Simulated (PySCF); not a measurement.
# C₅H₈BCl: electronic excitations

Wanted: the electronic excitations of C₅H₈BCl (`C=C=CCB(C)Cl`), by calculation.

Computed with PySCF 2.14.0, with density-fitted response routines of our own, on a single molecule in the gas phase. Atoms count from 0, in the outputs and in this text.

### Step 1. Starting geometry

15 atoms, charge 0, multiplicity 1; geometry from: GFN2-xTB.

Bonds of the start (Å): C0–C1 1.29, C1–C2 1.30, C2–C3 1.52, C3–B4 1.59, B4–C5 1.58, B4–Cl6 1.71, C0–H7 1.08, C0–H8 1.08, C2–H9 1.08, C3–H10 1.09, C3–H11 1.09, C5–H12 1.09, C5–H13 1.09, C5–H14 1.09.

### Step 2. Ultraviolet spectrum: B3LYP/def2-SVPD

The job: settings as JSON, then the geometry in Å.

```
{"job": {"kind": "uv", "xc": "B3LYP", "basis": "def2-SVPD", "nstates": 8, "ntriplets": 3}, "charge": 0, "multiplicity": 1}
C      3.173666     0.125259     0.252399
C      1.929518    -0.196712     0.409138
C      0.680949    -0.495374     0.589801
C     -0.403027     0.530861     0.849862
B     -1.306913     0.604412    -0.457755
C     -2.278914    -0.570365    -0.872273
Cl    -1.141393     1.948417    -1.502443
H      3.860449     0.168399     1.083552
H      3.584056     0.351444    -0.719569
H      0.351714    -1.524097     0.531336
H      0.066827     1.482953     1.097920
H     -0.974120     0.199602     1.720223
H     -2.510393    -1.250462    -0.056653
H     -3.216830    -0.202284    -1.283598
H     -1.820003    -1.164063    -1.663852
```

Method: TDDFT B3LYP/def2-SVPD, vertical, gas phase, core orbitals frozen in the response.

Launch:

```sh
$ OMP_NUM_THREADS=1 python probes_run.py task.json out
```

This one command runs all jobs of the session in turn.

Standard output:

```text
coarse grid: 13104 points
cycle   1  E = -679.9691836359  dE =  6.884e-01  |g| = 4.720e-01  |ddm| = 8.418e+00
cycle   2  E = -679.9624791406  dE =  6.704e-03  |g| = 5.012e-01  |ddm| = 1.717e+00
cycle   3  E = -680.0311659954  dE = -6.869e-02  |g| = 3.798e-02  |ddm| = 8.084e-01
cycle   4  E = -680.0313446976  dE = -1.787e-04  |g| = 2.858e-02  |ddm| = 1.183e-01
cycle   5  E = -680.0315481339  dE = -2.034e-04  |g| = 8.431e-03  |ddm| = 4.932e-02
cycle   6  E = -680.0315672826  dE = -1.915e-05  |g| = 1.759e-03  |ddm| = 1.666e-02
cycle   7  E = -680.0315680301  dE = -7.475e-07  |g| = 5.677e-04  |ddm| = 4.251e-03
final grid: 121976 points
cycle   8  E = -680.1216704208  dE = -4.152e-05  |g| = 6.062e-03  |ddm| = 1.415e-01
cycle   9  E = -680.1216643179  dE =  6.103e-06  |g| = 7.703e-03  |ddm| = 2.212e-02
cycle  10  E = -680.1216796898  dE = -1.537e-05  |g| = 1.335e-03  |ddm| = 1.320e-02
cycle  11  E = -680.1216801954  dE = -5.056e-07  |g| = 1.560e-04  |ddm| = 2.615e-03
cycle  12  E = -680.1216802008  dE = -5.468e-09  |g| = 6.870e-05  |ddm| = 3.923e-04
cycle  13  E = -680.1216802021  dE = -1.276e-09  |g| = 1.787e-05  |ddm| = 1.564e-04
cycle  14  E = -680.1216802022  dE = -8.367e-11  |g| = 6.395e-06  |ddm| = 4.237e-05
converged SCF energy = -680.1216802022

Static polarisability (au): isotropic 91.964, principal 69.625 83.847 122.420

Singlet excitations
state   eV       nm        f      main configurations
  1   4.8019    258.2   0.06013   H->L 0.94
  2   5.4212    228.7   0.00817   H-1->L 0.93
  3   5.6190    220.7   0.00520   H->L+1 0.65, H->L+2 0.15, H-2->L 0.11
  4   5.9229    209.3   0.02386   H-2->L 0.82, H->L+1 0.10
  5   6.3855    194.2   0.00468   H->L+2 0.65, H->L+1 0.19
  6   6.5338    189.8   0.01011   H-1->L+3 0.44, H-1->L+1 0.21, H->L+2 0.14
  7   6.8407    181.2   0.03695   H-1->L+1 0.45, H-1->L+3 0.31, H-1->L+2 0.19
  8   6.9776    177.7   0.11537   H->L+4 0.44, H->L+3 0.33

Triplet excitations (Tamm-Dancoff, eV): 4.2082 4.6642 5.0302
```

Run time: 18 s. Hardware: 1 thread of AMD EPYC 9R45, shared host; peak memory 0.84 GiB.

Frontier orbitals and where they lie:

```csv
orbital,eV,atoms
HOMO−3,-9.48,"Cl6 77 %, B4 12 %, C5 4 %"
HOMO−2,-8.37,"Cl6 54 %, C5 12 %, B4 11 %"
HOMO−1,-7.50,"C0 39 %, C1 34 %, C2 9 %"
HOMO,-6.98,"C1 28 %, C2 28 %, C3 11 %"
LUMO,-1.22,"B4 39 %, Cl6 18 %, C5 10 %"
LUMO+1,-0.16,"B4 19 %, C1 16 %, C0 16 %"
LUMO+2,0.36,"B4 21 %, C1 18 %, C0 18 %"
```

With each of the 8 states as a Gaussian band of 0.4 eV half-width at 1/e, the curve within the window shown has maxima at 257 nm (ε 2,500), 210 nm (ε 1,300), 178 nm (ε 6,200) L/(mol cm). Beyond the last state computed it falls off for lack of states. The curve at chosen wavelengths:

(nm, ε (L/mol/cm)): (170, 3130), (175, 5583), (180, 6099), (185, 4551), (190, 2667), (195, 1552), (200, 1200), (205, 1213), (210, 1258), (215, 1199), (220, 1065), (225, 946), (230, 929), (234, 1032), (239, 1321), (244, 1733), (249, 2144), (254, 2415), (259, 2456), (264, 2264), (269, 1906), (274, 1478), (279, 1065), (284, 719), (289, 458), (294, 277)

Ground-state properties from the same run:

```csv
property,computed
dipole moment (D),1.17
polarisability (Å³),13.63
HOMO–LUMO gap (eV),5.75
−ε(HOMO) (eV),6.98
```

### Step 3. What came out

| quantity | value |
| --- | --- |
| lowest singlet (B3LYP/def2-SVPD) | 4.80 eV (258 nm), f = 0.060 |
| brightest single state of those computed | state 8, 6.98 eV, f = 0.115 |
| lowest triplet | 4.21 eV |

In words: The lowest singlet, at 4.80 eV, is HOMO→LUMO 0.94 and is bright; of the 8 states computed, the strongest absorption comes from state 8 at 6.98 eV (the last computed, so partners may be missing). The lowest triplet lies 0.59 eV below the lowest singlet (triplets in Tamm-Dancoff, singlets in full TDDFT). States above −ε(HOMO) lie where TDDFT describes them poorly and they hang on the basis; the brightest is among them.
